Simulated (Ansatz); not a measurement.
# K2YVC6N6: the cost of one run

Method: DFT PBE, scalar-relativistic, plane waves, PAW, in Ansatz 0.2.0.

## Step 1: Starting point

It takes space group Fm-3m (No. 225, cubic). Conventional cell: a = 10.567 Å, b = 10.567 Å, c = 10.567 Å, α = 90.00°, β = 90.00°, γ = 90.00°. K (site symmetry -43m) has 12 C at 3.77 Å and 12 N at 3.79 Å as nearest neighbours. Around Y (site symmetry m-3m) lie 6 C at 2.11 Å. Around V (site symmetry m-3m) lie 6 N at 2.01 Å. C (site symmetry 4mm) is surrounded by 1 N at 1.17 Å. N (site symmetry 4mm) has 1 C at 1.17 Å as nearest neighbours.

As a file:

```cif
data_structure
_symmetry_space_group_name_H-M 'Fm-3m'
_symmetry_Int_Tables_number 225
_cell_length_a 10.5670
_cell_length_b 10.5670
_cell_length_c 10.5670
_cell_angle_alpha 90.000
_cell_angle_beta 90.000
_cell_angle_gamma 90.000
_cell_volume 1179.93
loop_
_atom_site_label
_atom_site_type_symbol
_atom_site_symmetry_multiplicity
_atom_site_Wyckoff_symbol
_atom_site_fract_x
_atom_site_fract_y
_atom_site_fract_z
_atom_site_occupancy
K1 K 8 c 0.25000 0.75000 0.75000 1
Y1 Y 4 a 0.00000 0.00000 0.00000 1
V1 V 4 b 0.50000 0.00000 0.00000 1
C1 C 24 e 0.19930 0.00000 0.00000 1
N1 N 24 e 0.31002 0.00000 0.00000 1
```

The cell is invented: cyanide-bridged rock-salt net of two metals, 2 guest cations a cell (Fm-3m, No. 225). Lengths come from tabulated atomic sizes and are only a guess.

## Step 2: Probe: one point on a coarse mesh

File input.yaml:

```yaml
crystal:
  lattice:
    - [0.0, 5.2835, 5.2835]
    - [5.2835, 0.0, 5.2835]
    - [5.2835, 5.2835, 0.0]
  atoms:
    - { symbol: K, position: [0.25, 0.25, 0.25] }
    - { symbol: K, position: [0.75, 0.75, 0.75] }
    - { symbol: "Y", position: [0.0, 0.0, 0.0] }
    - { symbol: V, position: [0.5, 0.5, 0.5], spin: 2.0 }
    - { symbol: C, position: [0.80070029, 0.19929971, 0.19929971] }
    - { symbol: C, position: [0.19929971, 0.80070029, 0.19929971] }
    - { symbol: C, position: [0.19929971, 0.19929971, 0.80070029] }
    - { symbol: C, position: [0.19929971, 0.80070029, 0.80070029] }
    - { symbol: C, position: [0.80070029, 0.19929971, 0.80070029] }
    - { symbol: C, position: [0.80070029, 0.80070029, 0.19929971] }
    - { symbol: "N", position: [0.68997823, 0.31002177, 0.31002177] }
    - { symbol: "N", position: [0.31002177, 0.68997823, 0.31002177] }
    - { symbol: "N", position: [0.31002177, 0.31002177, 0.68997823] }
    - { symbol: "N", position: [0.31002177, 0.68997823, 0.68997823] }
    - { symbol: "N", position: [0.68997823, 0.31002177, 0.68997823] }
    - { symbol: "N", position: [0.68997823, 0.68997823, 0.31002177] }
basis:
  ecutwfc: 420
kpoints:
  mp_grid: { grid: [4, 4, 4] }
hamiltonian:
  xc: pbe
scf:
  occupations: { method: gaussian, width: 0.1 }
  lower_state_search: "off"
output:
  forces: true
  stress: true
  eigenvalues: true
  populations: true
magnetization:
  spin_polarized: true
```

Started as:

```
> ansatz run input.yaml --threads 1 --pin off --max-ram 2560MiB --backend cpu --events-out ev --progress --plain --runs-dir out
```

**Question.** How long does this run take on 1 thread of Arm Neoverse V2, shared host, and how much memory does it need?

About 31 s, with a peak of 0.75 GiB.
